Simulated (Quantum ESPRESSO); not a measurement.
# Bi2Te3 (Tellurobismuthite) (R-3m) in Quantum ESPRESSO: band structure with PBEsol

Aim: the band structure of Bi2Te3 (Tellurobismuthite) with PBEsol.

Program: Quantum ESPRESSO 7.5. These are calculated values, not measurements. Logs are shortened: lines on timing, memory, paths and dates and some standing lists are left out, and cuts for length are marked.

**What was measured.**

“Vacancy and Antisite-Induced Ferromagnetism in Liquid-Phase Exfoliated Bi2Te3”, 2024, arxiv:2412.10539 quotes, for a bulk crystal of Bi2Te3: band gap 0.17 eV.

How close the calculation comes is told below.

## (1) Starting point

Symmetry: R-3m, No. 166, trigonal system. Conventional cell: a = 4.386 Å, b = 4.386 Å, c = 30.497 Å, α = 90.00°, β = 90.00°, γ = 120.00°. Bi (site symmetry 3m) is surrounded by 6 Te at 3.07 to 3.25 Å. Te (site symmetry 3m) has 3 Bi at 3.07 Å as nearest neighbours. Te (site symmetry -3m) is surrounded by 6 Bi at 3.25 Å.

## (2) Band structure, PBEsol

pw.in

```
&CONTROL
  calculation = 'scf'
  prefix = 'pwscf'
  outdir = './tmp'
  pseudo_dir = './pseudo'
  tprnfor = .true.
  tstress = .true.
  disk_io = 'low'
/
&SYSTEM
  ibrav = 0
  celldm(1) = 8
  nat = 5
  ntyp = 2
  ecutwfc = 80
  nbnd = 51
  occupations = 'smearing'
  smearing = 'fd'
  degauss = 0.00367493
/
&ELECTRONS
  conv_thr = 1d-09
  electron_maxstep = 120
  mixing_beta = 0.5
/
ATOMIC_SPECIES
Bi   208.9804 Bi.upf
Te   127.6000 Te.upf
CELL_PARAMETERS alat
  0.5180211739130   0.2990796641969   2.4012907342875
 -0.5180211739130   0.2990796641969   2.4012907342875
  0.0000000000000  -0.5981593284173   2.4012907342875
ATOMIC_POSITIONS crystal
Bi     0.6000000000    0.6000000000    0.6000000000
Bi     0.4000000000    0.4000000000    0.4000000000
Te     0.7905000000    0.7905000000    0.7905000000
Te     0.2095000000    0.2095000000    0.2095000000
Te     0.0000000000    0.0000000000    0.0000000000
K_POINTS automatic
7 7 7 0 0 0
```

bands.in

```
&CONTROL
  calculation = 'bands'
  prefix = 'pwscf'
  outdir = './tmp'
  pseudo_dir = './pseudo'
  disk_io = 'low'
  verbosity = 'high'
/
&SYSTEM
  ibrav = 0
  celldm(1) = 8
  nat = 5
  ntyp = 2
  ecutwfc = 80
  nbnd = 51
  occupations = 'smearing'
  smearing = 'fd'
  degauss = 0.00367493
/
&ELECTRONS
  conv_thr = 1d-08
  electron_maxstep = 120
  mixing_beta = 0.5
  diago_full_acc = .true.
  startingwfc = 'random'
/
ATOMIC_SPECIES
Bi   208.9804 Bi.upf
Te   127.6000 Te.upf
CELL_PARAMETERS alat
  0.5180211739130   0.2990796641969   2.4012907342875
 -0.5180211739130   0.2990796641969   2.4012907342875
  0.0000000000000  -0.5981593284173   2.4012907342875
ATOMIC_POSITIONS crystal
Bi     0.6000000000    0.6000000000    0.6000000000
Bi     0.4000000000    0.4000000000    0.4000000000
Te     0.7905000000    0.7905000000    0.7905000000
Te     0.2095000000    0.2095000000    0.2095000000
Te     0.0000000000    0.0000000000    0.0000000000
K_POINTS crystal
60
 0.0000000000  0.0000000000  0.0000000000 1
 0.0555555556  0.0000000000  0.0000000000 1
 0.1111111111  0.0000000000  0.0000000000 1
 0.1666666667  0.0000000000  0.0000000000 1
 0.2222222222  0.0000000000  0.0000000000 1
 0.2777777778  0.0000000000  0.0000000000 1
 0.3333333333  0.0000000000  0.0000000000 1
 0.3888888889  0.0000000000  0.0000000000 1
 0.4444444444  0.0000000000  0.0000000000 1
 0.5000000000  0.0000000000  0.0000000000 1
 0.5000000000  0.0354016785 -0.0354016785 1
 0.5000000000  0.0708033570 -0.0708033570 1
 0.5000000000  0.1062050355 -0.1062050355 1
 0.5000000000  0.1416067140 -0.1416067140 1
 0.5000000000  0.1770083925 -0.1770083925 1
 0.8229916075  0.5000000000  0.1770083925 1
 0.7906924468  0.5000000000  0.2093075532 1
 0.7583932860  0.5000000000  0.2416067140 1
 0.7260941253  0.5000000000  0.2739058747 1
 0.6937949645  0.5000000000  0.3062050355 1
 0.6614958038  0.5000000000  0.3385041962 1
 0.6291966430  0.5000000000  0.3708033570 1
 0.5968974823  0.5000000000  0.4031025177 1
 0.5645983215  0.5000000000  0.4354016785 1
 0.5322991608  0.5000000000  0.4677008392 1
 0.5000000000  0.5000000000  0.5000000000 1
 0.3333333333  0.3333333333  0.3333333333 1
 0.1666666667  0.1666666667  0.1666666667 1
 0.0000000000  0.0000000000  0.0000000000 1
 0.0307731087  0.0000000000 -0.0307731087 1
 0.0615462175  0.0000000000 -0.0615462175 1
 0.0923193262  0.0000000000 -0.0923193262 1
 0.1230924350  0.0000000000 -0.1230924350 1
 0.1538655437  0.0000000000 -0.1538655437 1
 0.1846386525  0.0000000000 -0.1846386525 1
 0.2154117612  0.0000000000 -0.2154117612 1
 0.2461848700  0.0000000000 -0.2461848700 1
 0.2769579787  0.0000000000 -0.2769579787 1
 0.3077310875  0.0000000000 -0.3077310875 1
 0.3385041962  0.0000000000 -0.3385041962 1
 0.6614958038  0.3385041962  0.0000000000 1
 0.6291966430  0.3708033570  0.0000000000 1
 0.5968974823  0.4031025177  0.0000000000 1
 0.5645983215  0.4354016785  0.0000000000 1
 0.5322991608  0.4677008392  0.0000000000 1
 0.5000000000  0.5000000000  0.0000000000 1
 0.6614958038  0.6614958038  0.1770083925 1
 0.6453462234  0.6453462234  0.2093075532 1
 0.6291966430  0.6291966430  0.2416067140 1
 0.6130470626  0.6130470626  0.2739058747 1
 0.5968974823  0.5968974823  0.3062050355 1
 0.5807479019  0.5807479019  0.3385041962 1
 0.5645983215  0.5645983215  0.3708033570 1
 0.5484487411  0.5484487411  0.4031025177 1
 0.5322991608  0.5322991608  0.4354016785 1
 0.5161495804  0.5161495804  0.4677008392 1
 0.5000000000  0.5000000000  0.5000000000 1
 0.5000000000  0.0000000000  0.0000000000 1
 0.6614958038  0.1692520981  0.1692520981 1
 0.8229916075  0.3385041962  0.3385041962 1
```

Potentials or basis: PseudoDojo 0.4.1 SR PBEsol standard.

Launch:

```sh
$ OMP_NUM_THREADS=1 mpirun -n 2 pw.x -nk 2 -in pw.in > pw.out
$ OMP_NUM_THREADS=1 mpirun -n 2 pw.x -nk 2 -in bands.in > bands.out
```

pw.out:

```text
This program is part of the open-source Quantum ESPRESSO suite
     for quantum simulation of materials; please cite
         "P. Giannozzi et al., J. Phys.:Condens. Matter 21 395502 (2009);
         "P. Giannozzi et al., J. Phys.:Condens. Matter 29 465901 (2017);
         "P. Giannozzi et al., J. Chem. Phys. 152 154105 (2020);
     in publications or presentations arising from this work. More details at

     Message from routine setup:
     using ibrav=0 with symmetry is DISCOURAGED, use correct ibrav instead

     K-points division:     npool     =       2
     Subspace diagonalization in iterative solution of the eigenvalue problem:
     a serial algorithm will be used

     G-vector sticks info
     --------------------
     sticks:   dense  smooth     PW     G-vecs:    dense   smooth      PW
     Sum        4089    4089   1195               110629   110629   17591

     Using Slab Decomposition

     bravais-lattice index     =            0
     lattice parameter (alat)  =       8.0000  a.u.
     unit-cell volume          =    1142.8793 (a.u.)^3
     number of atoms/cell      =            5
     number of atomic types    =            2
     number of electrons       =        78.00
     number of Kohn-Sham states=           51
     kinetic-energy cutoff     =      80.0000  Ry
     charge density cutoff     =     320.0000  Ry
     scf convergence threshold =      1.0E-09
     mixing beta               =       0.5000
     number of iterations used =            8  plain     mixing
     Exchange-correlation= PBESOL
                           (   1   4  10   8   0   0   0)

     celldm(1)=   8.000000  celldm(2)=   0.000000  celldm(3)=   0.000000
     celldm(4)=   0.000000  celldm(5)=   0.000000  celldm(6)=   0.000000

     crystal axes: (cart. coord. in units of alat)
               a(1) = (   0.518021   0.299080   2.401291 )
               a(2) = (  -0.518021   0.299080   2.401291 )
               a(3) = (   0.000000  -0.598159   2.401291 )

     reciprocal axes: (cart. coord. in units 2 pi/alat)
               b(1) = (  0.965212  0.557265  0.138814 )
               b(2) = ( -0.965212  0.557265  0.138814 )
               b(3) = ( -0.000000 -1.114530  0.138814 )

     PseudoPot. # 1 for Bi read from file:
     Bi.upf
     Pseudo is Norm-conserving + core correction, Zval = 15.0
     Generated using ONCVPSP code by D. R. Hamann
     Using radial grid of 1472 points,  6 beta functions with:
                l(1) =   0
                l(2) =   0
                l(3) =   1
                l(4) =   1
                l(5) =   2
                l(6) =   2

     PseudoPot. # 2 for Te read from file:
     Te.upf
     Pseudo is Norm-conserving + core correction, Zval = 16.0
     Generated using ONCVPSP code by D. R. Hamann
     Using radial grid of 1294 points,  6 beta functions with:
                l(1) =   0
                l(2) =   0
                l(3) =   1
                l(4) =   1
                l(5) =   2
                l(6) =   2

     atomic species   valence    mass     pseudopotential
     Bi               15.00   208.98040     Bi( 1.00)
     Te               16.00   127.60000     Te( 1.00)

     12 Sym. Ops., with inversion, found

   Cartesian axes

     site n.     atom                  positions (alat units)
         1        Bi     tau(   1) = (  -0.0000000  -0.0000000   4.3223233  )
         2        Bi     tau(   2) = (   0.0000000  -0.0000000   2.8815489  )
         3        Te     tau(   3) = (   0.0000000  -0.0000000   5.6946610  )
         4        Te     tau(   4) = (  -0.0000000  -0.0000000   1.5092112  )
         5        Te     tau(   5) = (   0.0000000   0.0000000   0.0000000  )

     number of k points=    44  Fermi-Dirac smearing, width (Ry)=  0.0037
                       cart. coord. in units 2pi/alat
        k(    1) = (   0.0000000   0.0000000   0.0000000), wk =   0.0058309
        k(    2) = (  -0.0000000  -0.1592186   0.0198306), wk =   0.0349854
        k(    3) = (  -0.0000000  -0.3184372   0.0396612), wk =   0.0349854
        k(    4) = (  -0.0000000  -0.4776558   0.0594918), wk =   0.0349854
        k(    5) = (  -0.1378874  -0.0796093   0.0396612), wk =   0.0349854
        k(    6) = (  -0.1378874  -0.2388279   0.0594918), wk =   0.0699708
[... 36 lines left out ...]
        k(   43) = (  -0.0000000   0.0000000   0.1784754), wk =   0.0116618
        k(   44) = (  -0.0000000   0.9553116   0.0594918), wk =   0.0349854

     Dense  grid:   110629 G-vectors     FFT dimensions: ( 120, 120, 120)

     Initial potential from superposition of free atoms

     starting charge      77.9979, renormalised to      78.0000
     Starting wfcs are   45 randomized atomic wfcs +    6 random wfcs

     Self-consistent Calculation

     iteration #  1     ecut=    80.00 Ry     beta= 0.50
     Davidson diagonalization with overlap
     ethr =  1.00E-02,  avg # of iterations =  6.2

     Threshold (ethr) on eigenvalues was too large:
     Diagonalizing with lowered threshold

     Davidson diagonalization with overlap
     ethr =  1.19E-04,  avg # of iterations =  7.7

     total energy              =    -955.84057287 Ry
     estimated scf accuracy    <       0.09034773 Ry

     iteration #  2     ecut=    80.00 Ry     beta= 0.50
     Davidson diagonalization with overlap
     ethr =  1.16E-04,  avg # of iterations =  3.7

     total energy              =    -955.82603802 Ry
     estimated scf accuracy    <       0.23418412 Ry

     iteration #  3     ecut=    80.00 Ry     beta= 0.50
     Davidson diagonalization with overlap
     ethr =  1.16E-04,  avg # of iterations =  3.5

     total energy              =    -955.86186898 Ry
     estimated scf accuracy    <       0.08737352 Ry

     iteration #  4     ecut=    80.00 Ry     beta= 0.50
     Davidson diagonalization with overlap
     ethr =  1.12E-04,  avg # of iterations =  1.2

     total energy              =    -955.87070962 Ry
     estimated scf accuracy    <       0.00119504 Ry

     iteration #  5     ecut=    80.00 Ry     beta= 0.50
     Davidson diagonalization with overlap
     ethr =  1.53E-06,  avg # of iterations =  6.8
[... 15 lines left out ...]
     total energy              =    -955.87083994 Ry
     estimated scf accuracy    <       0.00000027 Ry

     iteration #  8     ecut=    80.00 Ry     beta= 0.50
     Davidson diagonalization with overlap
     ethr =  3.42E-10,  avg # of iterations =  2.2

     total energy              =    -955.87083999 Ry
     estimated scf accuracy    <       0.00000002 Ry

     iteration #  9     ecut=    80.00 Ry     beta= 0.50
     Davidson diagonalization with overlap
     ethr =  2.81E-11,  avg # of iterations =  2.1

     total energy              =    -955.87083999 Ry
     estimated scf accuracy    <          1.9E-09 Ry

     iteration # 10     ecut=    80.00 Ry     beta= 0.50
     Davidson diagonalization with overlap
     ethr =  2.49E-12,  avg # of iterations =  2.2

     End of self-consistent calculation

          k = 0.0000 0.0000 0.0000 ( 13861 PWs)   bands (ev):

   -27.2858 -27.2858 -27.2806 -27.2806 -27.2798 -27.2779 -27.2779 -27.2779
   -27.2769 -27.2769 -27.1407 -27.1341 -27.1341 -27.1043 -27.1043 -13.7200
   -13.7200 -13.7183 -13.7183 -13.7078 -13.7065 -13.7051 -13.7051 -13.7037
   -13.7037  -3.9735  -3.2492  -2.0423   0.4410   0.8942   7.0486   7.2936
     7.6676   7.6676   7.6962   7.6962   8.5350   8.5350   9.3889   9.6203
    10.0246  10.0246  11.3450  11.5015  11.5015  14.1859  14.6949  15.3297
    15.3297  15.7062  15.7064

          k =-0.0000-0.1592 0.0198 ( 13795 PWs)   bands (ev):

   -27.2857 -27.2856 -27.2806 -27.2803 -27.2795 -27.2785 -27.2781 -27.2779
   -27.2768 -27.2766 -27.1406 -27.1342 -27.1341 -27.1043 -27.1041 -13.7215
   -13.7196 -13.7178 -13.7161 -13.7071 -13.7061 -13.7052 -13.7052 -13.7043
   -13.7034  -3.7948  -3.0985  -1.9167   0.2782   0.7426   6.2456   6.3546
     7.0592   7.0676   7.7527   8.0354   8.2865   8.4091   8.7397  10.6147
    10.6915  10.7706  11.2836  11.3800  11.9838  13.6523  14.3189  15.4184
    15.4883  16.0235  16.2559

          k =-0.0000-0.3184 0.0397 ( 13795 PWs)   bands (ev):

   -27.2856 -27.2850 -27.2809 -27.2795 -27.2795 -27.2786 -27.2782 -27.2780
   -27.2766 -27.2765 -27.1403 -27.1344 -27.1342 -27.1043 -27.1036 -13.7258
   -13.7235 -13.7141 -13.7122 -13.7095 -13.7075 -13.7037 -13.7023 -13.7021
   -13.7008  -3.2733  -2.6909  -1.5866  -0.3186   0.3090   5.1090   5.7436
     6.0449   6.5437   7.0010   7.1073   8.3557   8.4482   8.7297  10.3325
    10.7536  10.9076  12.0229  12.1781  12.9231  13.4377  14.8341  15.1696
    16.3357  16.6379  16.8279

          k =-0.0000-0.4777 0.0595 ( 13806 PWs)   bands (ev):
[... 389 lines left out ...]
          k =-0.0000 0.0000 0.1785 ( 13830 PWs)   bands (ev):

   -27.2858 -27.2858 -27.2806 -27.2806 -27.2798 -27.2779 -27.2779 -27.2779
   -27.2769 -27.2769 -27.1407 -27.1341 -27.1341 -27.1043 -27.1043 -13.7200
   -13.7200 -13.7183 -13.7183 -13.7077 -13.7066 -13.7051 -13.7051 -13.7037
   -13.7037  -3.8400  -3.5402  -1.5819  -0.3832   1.4920   6.5760   7.5531
     7.5531   7.7806   7.9673   7.9673   8.2636   8.2636   8.9438  10.1811
    10.4764  10.4764  11.0663  11.0663  11.0936  14.0204  14.9362  14.9362
    15.1119  15.9753  16.5813

          k =-0.0000 0.9553 0.0595 ( 13814 PWs)   bands (ev):

   -27.2857 -27.2856 -27.2806 -27.2803 -27.2795 -27.2785 -27.2781 -27.2779
   -27.2768 -27.2766 -27.1406 -27.1342 -27.1341 -27.1043 -27.1041 -13.7215
   -13.7196 -13.7178 -13.7161 -13.7071 -13.7060 -13.7052 -13.7052 -13.7043
   -13.7034  -3.6550  -3.3913  -1.4666  -0.4263   1.1738   6.1022   6.6327
     7.1577   7.2193   7.3933   7.5880   8.3005   8.6418   9.1662   9.9722
    10.3247  10.9286  11.6082  11.7062  12.0610  13.9780  14.5457  14.7656
    15.4192  15.4489  16.4104

     the Fermi energy is     9.5074 ev

!    total energy              =    -955.87083999 Ry
     estimated scf accuracy    <          7.6E-11 Ry
     smearing contrib. (-TS)   =      -0.00001768 Ry
     internal energy E=F+TS    =    -955.87082231 Ry

     The total energy is F=E-TS. E is the sum of the following terms:
     one-electron contribution =    -391.84633357 Ry
     hartree contribution      =     229.77572425 Ry
     xc contribution           =    -232.12183297 Ry
     ewald contribution        =    -561.67838001 Ry

     convergence has been achieved in  10 iterations

     Forces acting on atoms (cartesian axes, Ry/au):

     atom    1 type  1   force =    -0.00000000    0.00000000   -0.00120688
     atom    2 type  1   force =    -0.00000000    0.00000000    0.00120688
     atom    3 type  2   force =     0.00000000    0.00000000   -0.00354382
     atom    4 type  2   force =    -0.00000000   -0.00000000    0.00354382
     atom    5 type  2   force =    -0.00000000    0.00000000    0.00000000

     Total force =     0.005294     Total SCF correction =     0.000044

     Computing stress (Cartesian axis) and pressure

          total   stress  (Ry/bohr**3)                   (kbar)     P=       -5.28
  -0.00002813   0.00000000   0.00000000           -4.14        0.00        0.00
  -0.00000000  -0.00002813  -0.00000000           -0.00       -4.14       -0.00
   0.00000000  -0.00000000  -0.00005137            0.00       -0.00       -7.56

=------------------------------------------------------------------------------=
   JOB DONE.
=------------------------------------------------------------------------------=
```

It took 34 min on 2 MPI ranks of Intel Xeon 6975P-C (Granite Rapids), shared host; peak memory 1.3 GiB.

Results:

```yaml
Free_energy: -13005.2853 eV
Pressure: -0.5 GPa
Largest_force: 0.091 eV/Å
Band_gap_on_the_k_mesh: 0.23 eV, direct
Band_gap_along_the_path: 0.23 eV, direct
```

Forces in eV/Å, atoms in the order of the input:
```
Bi   0.000  0.000 -0.031
Bi   0.000  0.000  0.031
Te   0.000  0.000 -0.091
Te   0.000  0.000  0.091
Te   0.000  0.000  0.000
```

Levels at the corners of the path, in eV from the valence-band top:
```csv
point,band 35,band 36,band 37,band 38,band 39,band 40,band 41,band 42,band 43,band 44
Γ,-1.69,-1.69,-0.85,-0.85,0.00,0.23,0.64,0.64,1.96,2.11
L,-3.15,-2.90,-2.43,-0.90,-0.51,0.53,1.04,2.73,2.75,3.27
B1,-3.46,-2.57,-1.96,-0.97,-0.78,1.17,1.43,2.51,3.22,4.19
B,-3.46,-2.57,-1.96,-0.97,-0.78,1.17,1.43,2.51,3.22,4.19
Z,-1.40,-1.40,-1.15,-1.15,-0.46,0.82,1.13,1.13,1.64,1.64
Γ,-1.69,-1.69,-0.85,-0.85,0.00,0.23,0.64,0.64,1.96,2.11
X,-3.07,-2.99,-1.63,-1.39,-0.64,1.04,1.99,2.04,3.62,3.78
Q,-3.07,-2.99,-1.63,-1.39,-0.64,1.04,1.99,2.04,3.62,3.78
F,-2.35,-2.01,-1.83,-1.54,-0.96,0.81,1.49,2.04,2.63,2.72
P1,-2.51,-2.48,-1.35,-1.34,-1.24,1.14,1.28,1.68,2.57,3.07
Z,-1.40,-1.40,-1.15,-1.15,-0.46,0.82,1.13,1.13,1.64,1.64
L,-3.15,-2.90,-2.43,-0.90,-0.51,0.53,1.04,2.73,2.75,3.27
P,-2.51,-2.48,-1.35,-1.34,-1.24,1.14,1.28,1.68,2.57,3.07
```

Caveat: some levels on the path didn't converge; spin-orbit coupling is left out, which as a rule narrows the gap of such compounds by several tenths of an eV.

## (3) For comparison

An earlier run on the cell as given: functional PBEsol; potentials or basis PseudoDojo 0.4.1 SR PBEsol standard; cutoff 1088 eV; density cutoff 4354 eV; k mesh 7 × 7 × 7; occupations fermi-dirac, width 0.05 eV; no spin polarisation.

- Pressure: -0.5 GPa
- Largest force: 0.091 eV/Å
- Band gap on the k mesh: 0.23 eV, direct

## (4) How close it comes

Step 2. A measured gap of Bi2Te3 is 0.17 eV (quoted in “Vacancy and Antisite-Induced Ferromagnetism in Liquid-Phase Exfoliated Bi2Te3”, 2024, arxiv:2412.10539); the calculated 0.23 eV misses it by +0.06 eV. Spin-orbit coupling on Bi, Te is left out. The value is that of PBEsol, without temperature or zero-point motion.
